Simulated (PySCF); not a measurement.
# One shape, several levels: C2H10OSi2 (SMILES C[SiH2]O[SiH2]C)

We compute a comparison of 6 runs (HF/3-21G, HF/def2-SVP, BP86/6-31G, B3LYP/6-31G*, PBE0/def2-SVP, B3LYP/6-311G**) of C2H10OSi2. 

The results are computed with PySCF 2.14.0.

1 further run of the same task is left out (set aside as unsound or not needed).

### 1 The system as given

C2H10OSi2 has 15 atoms, charge 0, and is taken as a singlet. SMILES: `C[SiH2]O[SiH2]C`. Geometry: relaxed at PBE0-D4/def2-TZVP. This is one conformer, not always the lowest.

Bond lengths: C1–Si2 1.860 Å, Si2–O3 1.637 Å, O3–Si4 1.637 Å, Si4–C5 1.860 Å, C1–H6 1.093 Å, C1–H7 1.093 Å, C1–H8 1.094 Å, Si2–H9 1.491 Å, Si2–H10 1.486 Å, Si4–H11 1.486 Å, Si4–H12 1.491 Å, C5–H13 1.093 Å, C5–H14 1.093 Å, C5–H15 1.094 Å. Some angles: C1–Si2–O3 111.0°, Si2–O3–Si4 145.7°, O3–Si4–C5 111.0°, C1–Si2–H9 109.8°, C1–Si2–H10 110.6°, O3–Si2–H9 109.4°, O3–Si2–H10 107.4°, Si2–C1–H6 111.1°, Si2–C1–H7 110.9°, Si2–C1–H8 110.3°.

### 2 Energy and gradient at HF/3-21G (run 1)

calc.py

```python
# C[SiH2]O[SiH2]C
import pyscf.grad
from pyscf import gto, scf

system = gto.Mole()
system.atom = '''
C     -4.961892     0.586382    -0.469994
Si    -2.218444    -1.264850    -1.653529
O      0.386052     0.397258    -1.513179
Si     2.546293     1.612522     0.336787
C      4.686464    -0.881047     1.583931
H     -4.695006     1.130510     1.504128
H     -5.228456     2.304445    -1.583439
H     -6.692711    -0.535832    -0.595358
H     -1.915237    -3.608111    -0.118146
H     -2.605025    -1.997932    -4.336392
H      3.990232     3.487868    -1.173992
H      1.296919     2.955173     2.476127
H      3.640671    -2.266330     2.702686
H      5.634899    -1.877197     0.044238
H      6.135223    -0.042878     2.796133
'''
system.charge = 0
system.verbose = 4
system.basis = '3-21g'
system.unit = 'bohr'
system.max_memory = 1860
system.build()

myscf = scf.RHF(system)
myscf.conv_tol = 1e-10
myscf.kernel()
if not myscf.converged:
    myscf = myscf.newton().run(myscf.mo_coeff, myscf.mo_occ)

e_final = myscf.e_tot
print('E = %.10f Eh' % e_final)
grad = myscf.Gradients().kernel()
myscf.analyze()
```

Launch:

```sh
$ OMP_NUM_THREADS=1 python calc.py
```

Standard output:

```text
PySCF version 2.14.0

[... 82 lines left out ...]
Nuclear Repulsion Energy =             301.867289726914919
[... 8 lines left out ...]
MO #3   energy= -20.4336038419244  occ= 2
[... 6 lines left out ...]
MO #10  energy= -4.2280623888497   occ= 2
[... 6 lines left out ...]
MO #17  energy= -0.766276469774233 occ= 2
[... 6 lines left out ...]
MO #24  energy= -0.536110391676991 occ= 2
[... 6 lines left out ...]
MO #31  energy= 0.203209744970306  occ= 0
[... 6 lines left out ...]
MO #38  energy= 0.317634023241128  occ= 0
[... 6 lines left out ...]
MO #45  energy= 0.501339199993227  occ= 0
[... 6 lines left out ...]
MO #52  energy= 0.998119244454566  occ= 0
[... 6 lines left out ...]
MO #59  energy= 1.30852827338864   occ= 0
[... 6 lines left out ...]
MO #66  energy= 1.40700768923578   occ= 0
[... 6 lines left out ...]
MO #73  energy= 3.19585381482418   occ= 0
[... 52 lines left out ...]
pop of  4 C 3px           0.00137
pop of  4 C 3py           0.00348
pop of  4 C 3pz           0.00076
pop of  5 H 1s            0.88598
pop of  5 H 2s            0.00806
pop of  6 H 1s            0.88147
pop of  6 H 2s            0.00829
pop of  7 H 1s            0.88352
pop of  7 H 2s            0.00795
pop of  8 H 1s            1.15799
pop of  8 H 2s            0.00250
pop of  9 H 1s            1.14115
pop of  9 H 2s            0.00188
pop of  10 H 1s           1.14122
pop of  10 H 2s           0.00189
pop of  11 H 1s           1.15806
pop of  11 H 2s           0.00251
pop of  12 H 1s           0.88600
pop of  12 H 2s           0.00806
pop of  13 H 1s           0.88140
pop of  13 H 2s           0.00830
pop of  14 H 1s           0.88360
pop of  14 H 2s           0.00794
 ** Mulliken atomic charges  **
charge of    0C =     -0.56662
charge of    1Si =      0.95908
charge of    2O =     -0.82726
charge of    3Si =      0.95909
charge of    4C =     -0.56651
charge of    5H =      0.10596
charge of    6H =      0.11024
charge of    7H =      0.10853
charge of    8H =     -0.16049
charge of    9H =     -0.14303
charge of   10H =     -0.14311
charge of   11H =     -0.16057
charge of   12H =      0.10594
charge of   13H =      0.11030
charge of   14H =      0.10846
Dipole moment(X, Y, Z, Debye): -0.28351, -0.29082,  1.10780
```

Run time: 3 s. Hardware: 1 thread of Arm Neoverse V2, shared host; peak memory 0.15 GiB.

### 3 Energy and gradient at HF/def2-SVP (run 2)

run.py

```python
import pyscf.grad
from pyscf import gto, scf

mol = gto.M(
    atom='''
C     -2.625720     0.310300    -0.248710
Si    -1.173950    -0.669330    -0.875010
O      0.204290     0.210220    -0.800740
Si     1.347440     0.853310     0.178220
C      2.479970    -0.466230     0.838180
H     -2.484490     0.598240     0.795950
H     -2.766780     1.219460    -0.837920
H     -3.541630    -0.283550    -0.315050
H     -1.013500    -1.909330    -0.062520
H     -1.378520    -1.057260    -2.294720
H      2.111540     1.845700    -0.621250
H      0.686300     1.563810     1.310310
H      1.926560    -1.199290     1.430200
H      2.981860    -0.993370     0.023410
H      3.246620    -0.022690     1.479650
''',
    verbose=4,
    max_memory=1860,
    charge=0,
    basis='def2-svp',
)

mf = scf.RHF(mol)
mf.conv_tol = 1e-10
mf.kernel()
if not mf.converged:
    mf = mf.newton().run(mf.mo_coeff, mf.mo_occ)

etot = mf.e_tot
print('Final energy', etot)
grad = mf.Gradients().kernel()
mf.analyze()
```

Launch:

```sh
$ OMP_NUM_THREADS=1 python run.py
```

Standard output:

```text
PySCF version 2.14.0

[... 82 lines left out ...]
Nuclear Repulsion Energy =             301.867286671587578
[... 13 lines left out ...]
MO #8   energy= -4.25320388406595  occ= 2
[... 11 lines left out ...]
MO #20  energy= -0.593655215052792 occ= 2
[... 11 lines left out ...]
MO #32  energy= 0.176640489493121  occ= 0
[... 11 lines left out ...]
MO #44  energy= 0.366830442399527  occ= 0
[... 11 lines left out ...]
MO #56  energy= 0.743303994076295  occ= 0
[... 11 lines left out ...]
MO #68  energy= 0.921719072049464  occ= 0
[... 11 lines left out ...]
MO #80  energy= 1.4272032510475    occ= 0
[... 11 lines left out ...]
MO #92  energy= 1.88383459018841   occ= 0
[... 11 lines left out ...]
MO #104 energy= 2.26982823363842   occ= 0
[... 11 lines left out ...]
MO #116 energy= 2.76768956111443   occ= 0
[... 11 lines left out ...]
MO #128 energy= 3.58439254465614   occ= 0
[... 107 lines left out ...]
pop of  10 H 2px          0.00125
pop of  10 H 2py          0.00222
pop of  10 H 2pz          0.00173
pop of  11 H 1s           1.17368
pop of  11 H 2s           0.00237
pop of  11 H 2px          0.00121
pop of  11 H 2py          0.00121
pop of  11 H 2pz          0.00274
pop of  12 H 1s           0.89467
pop of  12 H 2s           0.00712
pop of  12 H 2px          0.00034
pop of  12 H 2py          0.00087
pop of  12 H 2pz          0.00052
pop of  13 H 1s           0.89231
pop of  13 H 2s           0.00741
pop of  13 H 2px          0.00043
pop of  13 H 2py          0.00049
pop of  13 H 2pz          0.00079
pop of  14 H 1s           0.89275
pop of  14 H 2s           0.00684
pop of  14 H 2px          0.00092
pop of  14 H 2py          0.00025
pop of  14 H 2pz          0.00060
 ** Mulliken atomic charges  **
charge of    0C =     -0.53273
charge of    1Si =      1.04047
charge of    2O =     -0.90541
charge of    3Si =      1.04047
charge of    4C =     -0.53267
charge of    5H =      0.09650
charge of    6H =      0.09852
charge of    7H =      0.09868
charge of    8H =     -0.18116
charge of    9H =     -0.16755
charge of   10H =     -0.16761
charge of   11H =     -0.18121
charge of   12H =      0.09648
charge of   13H =      0.09857
charge of   14H =      0.09865
Dipole moment(X, Y, Z, Debye): -0.21425, -0.22121,  0.84288
```

It took 14 s on 1 thread of Arm Neoverse V2, shared host; peak memory 0.37 GiB.

### 4 Energy and gradient at BP86/6-31G (run 3)

calc.py

```python
import pyscf.grad
from pyscf import gto, dft

molecule = gto.M(
    atom='''
C       -2.625720       0.310300      -0.248710
Si      -1.173950      -0.669330      -0.875010
O        0.204290       0.210220      -0.800740
Si       1.347440       0.853310       0.178220
C        2.479970      -0.466230       0.838180
H       -2.484490       0.598240       0.795950
H       -2.766780       1.219460      -0.837920
H       -3.541630      -0.283550      -0.315050
H       -1.013500      -1.909330      -0.062520
H       -1.378520      -1.057260      -2.294720
H        2.111540       1.845700      -0.621250
H        0.686300       1.563810       1.310310
H        1.926560      -1.199290       1.430200
H        2.981860      -0.993370       0.023410
H        3.246620      -0.022690       1.479650
''',
    max_memory=1860,
    verbose=4,
    spin=0,
    charge=0,
    basis='6-31g',
)

myscf = dft.RKS(molecule, xc='bp86')
myscf.conv_tol = 1e-10
myscf.grids.level = 5
myscf.kernel()
if not myscf.converged:
    myscf = myscf.newton().run(myscf.mo_coeff, myscf.mo_occ)

etot = myscf.e_tot
print('E(%s) = %.9f' % ('BP86', etot))
grad = myscf.Gradients().kernel()
dip = myscf.dip_moment()
pop, q = myscf.mulliken_pop()
```

Launch:

```sh
$ OMP_NUM_THREADS=1 python calc.py
```

Standard output:

```text
PySCF version 2.14.0

[... 84 lines left out ...]
converged SCF energy = -736.414079566381
[... 13 lines left out ...]
Dipole moment(X, Y, Z, Debye): -0.30715, -0.31589,  1.20256
[... 50 lines left out ...]
pop of  4 C 2pz           0.71367
pop of  4 C 3px           0.40521
pop of  4 C 3py           0.41853
pop of  4 C 3pz           0.40070
pop of  5 H 1s            0.52094
pop of  5 H 2s            0.29240
pop of  6 H 1s            0.51962
pop of  6 H 2s            0.29023
pop of  7 H 1s            0.52042
pop of  7 H 2s            0.29817
pop of  8 H 1s            0.51632
pop of  8 H 2s            0.61713
pop of  9 H 1s            0.51652
pop of  9 H 2s            0.59984
pop of  10 H 1s           0.51654
pop of  10 H 2s           0.59987
pop of  11 H 1s           0.51632
pop of  11 H 2s           0.61727
pop of  12 H 1s           0.52096
pop of  12 H 2s           0.29243
pop of  13 H 1s           0.51961
pop of  13 H 2s           0.29017
pop of  14 H 1s           0.52043
pop of  14 H 2s           0.29825
 ** Mulliken atomic charges  **
charge of    0C =     -0.76455
charge of    1Si =      0.89903
charge of    2O =     -0.88564
charge of    3Si =      0.89885
charge of    4C =     -0.76425
charge of    5H =      0.18666
charge of    6H =      0.19016
charge of    7H =      0.18141
charge of    8H =     -0.13345
charge of    9H =     -0.11637
charge of   10H =     -0.11641
charge of   11H =     -0.13359
charge of   12H =      0.18661
charge of   13H =      0.19022
charge of   14H =      0.18132
```

It took 37 s on 1 thread of Arm Neoverse V2, shared host; peak memory 0.73 GiB.

Runs 4 to 5 aren't shown in full; the table further down has their settings and results.

### 5 Energy and forces at B3LYP/6-311G(d,p) (run 6)

mol.xyz

```xyz
15
C2H10OSi2
C     -2.625720     0.310300    -0.248710
Si    -1.173950    -0.669330    -0.875010
O      0.204290     0.210220    -0.800740
Si     1.347440     0.853310     0.178220
C      2.479970    -0.466230     0.838180
H     -2.484490     0.598240     0.795950
H     -2.766780     1.219460    -0.837920
H     -3.541630    -0.283550    -0.315050
H     -1.013500    -1.909330    -0.062520
H     -1.378520    -1.057260    -2.294720
H      2.111540     1.845700    -0.621250
H      0.686300     1.563810     1.310310
H      1.926560    -1.199290     1.430200
H      2.981860    -0.993370     0.023410
H      3.246620    -0.022690     1.479650
```

calc.py

```python
import pyscf.grad
from pyscf import gto, dft

system = gto.Mole()
system.atom = 'mol.xyz'
system.verbose = 4
system.charge = 0
system.basis = '6-311g**'
system.max_memory = 1860
system.build()

mf = dft.RKS(system)
mf.xc = 'b3lyp'
mf.grids.level = 5
mf.conv_tol = 1e-10
mf.kernel()
if not mf.converged:
    mf = mf.newton().run(mf.mo_coeff, mf.mo_occ)

e_final = mf.e_tot
print('E = %.10f Eh' % e_final)
grad = mf.Gradients().kernel()
mf.analyze()
```

Launch:

```sh
$ OMP_NUM_THREADS=1 python calc.py
```

Standard output:

```text
PySCF version 2.14.0

[... 106 lines left out ...]
MO #1   energy= -66.1125713053267  occ= 2
[... 14 lines left out ...]
MO #16  energy= -0.703633977031032 occ= 2
[... 14 lines left out ...]
MO #31  energy= 0.0339093587436111 occ= 0
[... 14 lines left out ...]
MO #46  energy= 0.219960629072666  occ= 0
[... 14 lines left out ...]
MO #61  energy= 0.529920705595723  occ= 0
[... 14 lines left out ...]
MO #76  energy= 0.843164664563011  occ= 0
[... 14 lines left out ...]
MO #91  energy= 1.26361050961325   occ= 0
[... 14 lines left out ...]
MO #106 energy= 1.64507643461486   occ= 0
[... 14 lines left out ...]
MO #121 energy= 2.17689328968903   occ= 0
[... 14 lines left out ...]
MO #136 energy= 2.65275266841895   occ= 0
[... 14 lines left out ...]
MO #151 energy= 4.89548556875453   occ= 0
[... 14 lines left out ...]
MO #166 energy= 141.134111084376   occ= 0
[... 145 lines left out ...]
pop of  11 H 2s           0.00298
pop of  11 H 3s           0.00121
pop of  11 H 2px          0.00115
pop of  11 H 2py          0.00098
pop of  11 H 2pz          0.00228
pop of  12 H 1s           0.86730
pop of  12 H 2s           0.00485
pop of  12 H 3s           0.00251
pop of  12 H 2px          0.00017
pop of  12 H 2py          0.00040
pop of  12 H 2pz          0.00023
pop of  13 H 1s           0.86518
pop of  13 H 2s           0.00514
pop of  13 H 3s           0.00254
pop of  13 H 2px          0.00021
pop of  13 H 2py          0.00024
pop of  13 H 2pz          0.00034
pop of  14 H 1s           0.86479
pop of  14 H 2s           0.00464
pop of  14 H 3s           0.00243
pop of  14 H 2px          0.00041
pop of  14 H 2py          0.00014
pop of  14 H 2pz          0.00027
 ** Mulliken atomic charges  **
charge of    0C =     -0.59773
charge of    1Si =      0.89607
charge of    2O =     -0.82260
charge of    3Si =      0.89607
charge of    4C =     -0.59766
charge of    5H =      0.12455
charge of    6H =      0.12631
charge of    7H =      0.12735
charge of    8H =     -0.14068
charge of    9H =     -0.12453
charge of   10H =     -0.12459
charge of   11H =     -0.14075
charge of   12H =      0.12454
charge of   13H =      0.12635
charge of   14H =      0.12732
Dipole moment(X, Y, Z, Debye): -0.21438, -0.22213,  0.84554
```

Wall time 1.8 min (1 thread of Arm Neoverse V2, shared host); peak memory 2.1 GiB.

### 6 All runs side by side

```tsv
run	level	integration grid	Cartesian functions	energy (Eh)	dipole moment (D)	HOMO energy (eV)	LUMO energy (eV)	wall time
1	HF/3-21G	–	no	-730.472305	1.18	-11.37	4.97	3 s
2	HF/def2-SVP	–	no	-734.096731	0.90	-11.69	4.38	14 s
3	BP86/6-31G	5	no	-736.414080	1.28	-6.58	0.12	37 s
4	B3LYP/6-31G* (Cartesian functions)	5	yes	-736.541524	0.92	-7.82	0.79	57 s
5	PBE0/def2-SVP	5	no	-735.803118	0.88	-8.21	1.05	66 s
6	B3LYP/6-311G**	5	no	-736.647692	0.90	-8.04	0.44	1.8 min
```

### 7 Summary of results

```
                       quantity          value
            run 6: total energy  -736.64769 Eh
           run 6: dipole moment         0.90 D
             run 6: HOMO energy       -8.04 eV
             run 6: LUMO energy        0.44 eV
           run 6: HOMO–LUMO gap        8.47 eV
run 6: largest force on an atom     0.613 eV/Å
```

What this shows: The dipole moment (its size) runs from 0.88 D (PBE0/def2-SVP) to 1.28 D (BP86/6-31G). The two ends differ in method and basis. The HOMO–LUMO gap runs from 6.70 eV (BP86/6-31G) to 16.34 eV (HF/3-21G). Totals of different functionals can't be ranked against each other. All runs together took 4.7 min, the longest 1.8 min.
